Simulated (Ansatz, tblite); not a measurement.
# C18H8F6O4: a ladder of methods and basis sets

An exercise on one series of results from a longer session: the logs are not shown, and one member is left open.

Method: as each input shows; program: Ansatz 0.2.0, Gaussian basis.

The runs, in order: GFN1-xTB, GFN2-xTB, PBE-D4/def2-TZVP, r2SCAN-D4/def2-TZVP, PBE+5HF/def2-SVP, PBE+10HF/def2-SVP, PBE+15HF/def2-SVP, PBE+35HF/def2-SVP, PBE+50HF/def2-SVP, PBE-D4/def2-SVP, PBE0-D4/def2-SVP.

1 further run of the same task is left out (set aside as unsound or not needed).

### The relaxed structure

The geometry is that of the singlet, from an earlier relaxation (r2SCAN-D4/def2-SVP).

SMILES `FC(F)(F)c1ccc(-c2ccc(-c3ccc(-c4ccc(C(F)(F)F)o4)o3)o2)o1`, 36 atoms, charge 0, spin multiplicity 1.

Bond lengths: F1–C2 1.344 Å, C2–F3 1.344 Å, C2–F4 1.341 Å, C2–C5 1.486 Å, C5–C6 1.370 Å, C5–O28 1.356 Å, C6–C7 1.422 Å, C6–H29 1.088 Å, C7–C8 1.383 Å, C7–H30 1.088 Å, C8–C9 1.432 Å, C8–O28 1.360 Å, C9–C10 1.383 Å, C9–O27 1.362 Å, C10–C11 1.417 Å, C10–H31 1.088 Å, C11–C12 1.384 Å, C11–H32 1.088 Å and more. Angles: F1–C2–F3 106.7°, F1–C2–F4 108.1°, F1–C2–C5 112.1°, F3–C2–F4 108.1°, F3–C2–C5 112.1°, F4–C2–C5 109.5°, C2–C5–C6 132.5°, C2–C5–O28 116.5°, C6–C5–O28 111.0°, C5–C6–C7 105.9°, C5–C6–H29 126.2°, C7–C6–H29 127.9°, C6–C7–C8 106.2°, C6–C7–H30 127.4°, C8–C7–H30 126.4°, C7–C8–C9 132.6°, C7–C8–O28 109.9°, C9–C8–O28 117.5° and more.

As a file:

```
F    -5.9936    2.8667   -0.0902
C    -6.3464    1.9284    0.8051
F    -5.8887    2.3414    1.9994
F    -7.6858    1.8896    0.8626
C    -5.8259    0.5851    0.4414
C    -6.4465   -0.6068    0.1735
C    -5.4046   -1.5319   -0.1127
C    -4.2192   -0.8283    0.0054
C    -2.8469   -1.2051   -0.1582
C    -2.2368   -2.4017   -0.4892
C    -0.8416   -2.1528   -0.4964
C    -0.6865   -0.8171   -0.1698
C     0.4563    0.0234   -0.0170
C     0.6059    1.3589    0.3096
C     2.0006    1.6154    0.3042
C     2.6138    0.4221   -0.0262
C     3.9810    0.0392   -0.1913
C     4.5917   -1.1556   -0.5214
C     5.9914   -0.8953   -0.5273
C     6.1293    0.4285   -0.2026
C     7.3188    1.3043   -0.0434
F     7.4045    1.8207    1.1950
F     7.2984    2.3445   -0.8949
F     8.4326    0.5951   -0.2777
O     4.9184    1.0060    0.0034
O     1.6764   -0.5479   -0.2217
O    -1.9025   -0.2431    0.0355
O    -4.4794    0.4633    0.3432
H    -7.5190   -0.7898    0.1817
H    -5.5078   -2.5834   -0.3725
H    -2.7407   -3.3432   -0.7001
H    -0.0384   -2.8538   -0.7125
H    -0.2030    2.0542    0.5244
H     2.5092    2.5542    0.5139
H     4.0845   -2.0948   -0.7308
H     6.8006   -1.5903   -0.7424
```

PBE0-D4/def2-TZVP was run before; its log isn't repeated, and its numbers join the tables.

The first run:

Tight binding, by tblite at 300 K electronic temperature and without a spin-polarisation term:

```python
tblite.interface.Calculator('GFN1-xTB', numbers, positions, charge=0, uhf=0).singlepoint()
```

Tight binding, by tblite at 300 K electronic temperature and without a spin-polarisation term:

```python
tblite.interface.Calculator('GFN2-xTB', numbers, positions, charge=0, uhf=0).singlepoint()
```

start.molden holds the orbitals of an earlier run on this state, given as this run's starting guess.

Contents of in.yaml:

```yaml
crystal:
  periodic: [false, false, false]
  atoms:
    - {symbol: F, position_ang: [-5.993558, 2.866664, -0.090152]}
    - {symbol: C, position_ang: [-6.346413, 1.928397, 0.805100]}
    - {symbol: F, position_ang: [-5.888713, 2.341354, 1.999378]}
    - {symbol: F, position_ang: [-7.685790, 1.889577, 0.862566]}
    - {symbol: C, position_ang: [-5.825883, 0.585103, 0.441415]}
    - {symbol: C, position_ang: [-6.446536, -0.606810, 0.173521]}
    - {symbol: C, position_ang: [-5.404584, -1.531851, -0.112683]}
    - {symbol: C, position_ang: [-4.219216, -0.828299, 0.005422]}
    - {symbol: C, position_ang: [-2.846901, -1.205118, -0.158154]}
    - {symbol: C, position_ang: [-2.236764, -2.401691, -0.489238]}
    - {symbol: C, position_ang: [-0.841639, -2.152761, -0.496446]}
    - {symbol: C, position_ang: [-0.686515, -0.817097, -0.169797]}
    - {symbol: C, position_ang: [0.456317, 0.023420, -0.016961]}
    - {symbol: C, position_ang: [0.605940, 1.358927, 0.309613]}
    - {symbol: C, position_ang: [2.000601, 1.615401, 0.304166]}
    - {symbol: C, position_ang: [2.613800, 0.422138, -0.026186]}
    - {symbol: C, position_ang: [3.980988, 0.039240, -0.191314]}
    - {symbol: C, position_ang: [4.591671, -1.155643, -0.521394]}
    - {symbol: C, position_ang: [5.991374, -0.895280, -0.527303]}
    - {symbol: C, position_ang: [6.129284, 0.428467, -0.202580]}
    - {symbol: C, position_ang: [7.318802, 1.304303, -0.043386]}
    - {symbol: F, position_ang: [7.404547, 1.820671, 1.194971]}
    - {symbol: F, position_ang: [7.298353, 2.344510, -0.894874]}
    - {symbol: F, position_ang: [8.432595, 0.595147, -0.277737]}
    - {symbol: O, position_ang: [4.918433, 1.005965, 0.003412]}
    - {symbol: O, position_ang: [1.676419, -0.547939, -0.221744]}
    - {symbol: O, position_ang: [-1.902512, -0.243148, 0.035483]}
    - {symbol: O, position_ang: [-4.479410, 0.463318, 0.343212]}
    - {symbol: H, position_ang: [-7.519004, -0.789776, 0.181684]}
    - {symbol: H, position_ang: [-5.507827, -2.583431, -0.372475]}
    - {symbol: H, position_ang: [-2.740730, -3.343158, -0.700076]}
    - {symbol: H, position_ang: [-0.038410, -2.853826, -0.712489]}
    - {symbol: H, position_ang: [-0.202992, 2.054174, 0.524379]}
    - {symbol: H, position_ang: [2.509209, 2.554179, 0.513929]}
    - {symbol: H, position_ang: [4.084492, -2.094815, -0.730836]}
    - {symbol: H, position_ang: [6.800564, -1.590302, -0.742445]}
basis:
  gaussian: {orbitals: def2-TZVP, fitting: {mean_field: def2-universal-jkfit}, initial_orbitals: start.molden}
hamiltonian: {xc: pbe, dispersion: d4}
scf: {omitted_lower_state_checks: [starts]}
output: {orbitals: {seedname: orbitals}}
```

The run is started by

```console
> ansatz run in.yaml --threads 2 --pin off --events-out ev --progress --plain --max-ram 32768MiB --backend cuda --devices 0, --max-vram 18GiB
```

Among the steps run: PBE-D4/def2-TZVP; r2SCAN-D4/def2-TZVP; PBE+5HF/def2-SVP; PBE+10HF/def2-SVP; PBE+15HF/def2-SVP; PBE+35HF/def2-SVP; PBE+50HF/def2-SVP; PBE-D4/def2-SVP; PBE0-D4/def2-SVP.

One of the session's tables, all rows but one given; the rest of the session is left out.

It belongs to the step «Binding energy». 

| level | binding an atom (eV) |
| --- | --- |
| PBE-D4/def2-SVP | 5.614 |
| PBE-D4/def2-TZVP | ? |
| r2SCAN-D4/def2-TZVP | 5.259 |
| PBE0-D4/def2-SVP | 5.412 |
| PBE0-D4/def2-TZVP | 5.297 |

**Question.** Estimate the row for PBE-D4/def2-TZVP.

**Answer.** binding an atom (eV): 5.485. In the column «binding an atom (eV)» it lies between PBE0-D4/def2-SVP (5.412) and PBE-D4/def2-SVP (5.614).

To keep in mind: Free atoms were run apart at each level; binding is atoms less cluster, divided by the number of atoms, without zero-point or spin-orbit terms.
